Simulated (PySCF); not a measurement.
# Ga²⁺: ionisation energy in x2c-QZVPPall

Wanted: the ionisation energy of gallium, up a ladder of methods.

Program: PySCF 2.14.0. Level of theory: unrestricted determinants in a Gaussian basis, no spin-orbit coupling in the energies. These are calculated values, not measurements, unless marked.

**1. Starting point**

```
Element                                   : gallium (Z = 31)
Basis                                     : x2c-QZVPPall (11s7p5d4f1g, 94 functions)
Hamiltonian                               : scalar relativity by spin-free X2C-1e
State 1                                   : Ga²⁺: [Ar] 3d10 4s1, 2S determinant
Needed too, but not shown                 : Ga⁺ [Ar] 3d10 4s2 (1S)
Methods                                   : CCSD(T)
Core shells frozen in the correlated runs : valence and next inner shell: [Ne] (for Ga²⁺)
```

Outer shells as boxes (Hund's rule):

Ga2+ [Ar] 3d10 4s1
```
[Ar] core
3d [↑↓][↑↓][↑↓][↑↓][↑↓]
4s [↑ ]
```

One driver process ran all states and methods and kept the integrals in memory. Each run is shown as a PySCF script that sums up its settings (the driver passes frozen orbitals as a list and adds second-order terms of double hybrids); the logs are those of the runs themselves. The driver starts from symmetry-adapted Hartree-Fock orbitals, holds the occupation by maximum overlap and uses a logarithmic radial grid for functionals, so a plain start would take other cycles.

The integrals over 94 functions and the set-up took 1.2 s of CPU time.

**2. Ga²⁺: CCSD(T) (valence and next inner shell)**

Level: CCSD(T) (valence and next inner shell).

The input, input.py:

```python
from pyscf import gto, scf, dft, mp, cc
import basis_set_exchange as bse
mol = gto.M(atom="Ga 0 0 0", charge=2, spin=1, symmetry="D2h",
            basis=gto.basis.parse(bse.get_basis("x2c-QZVPPall", elements=["Ga"], fmt="nwchem")),
            nucmod="G")
mf = scf.UHF(mol).sfx2c1e()
mf.irrep_nelec = {'Ag': (6, 5), 'B1g': (1, 1), 'B2g': (1, 1), 'B3g': (1, 1), 'B1u': (2, 2), 'B2u': (2, 2), 'B3u': (2, 2)}
mf.kernel()
mycc = cc.CCSD(mf, frozen=5).run()
mycc.ccsd_t()
```

Before running it: what results should come out?

As calculated:

```
              quantity                                                                           value
ionisation energy, Ga⁺  UHF 18.750, CCSD(T) (valence and next inner shell) 20.426 eV; reference 20.515
```

Each level's miss (mean over 1 difference):

| method | mean absolute miss against the measured value (with the measured fine structure taken into account where it is known) (eV) |
| --- | --- |
| UHF | 1.765 |
| MP2 (valence and next inner shell) | 0.143 |
| SCS-MP2 (valence and next inner shell) | 0.155 |
| CCSD (valence and next inner shell) | 0.211 |
| CCSD(T) (valence and next inner shell) | 0.089 |

**Reading.** Against experiment CCSD(T) (valence and next inner shell) comes closest (off by 0.09 eV) and UHF is farthest (1.77 eV). Hartree-Fock falls short because the species with more electrons holds more correlation energy, which it lacks. All values hold for this basis alone; no basis-set limit was taken.
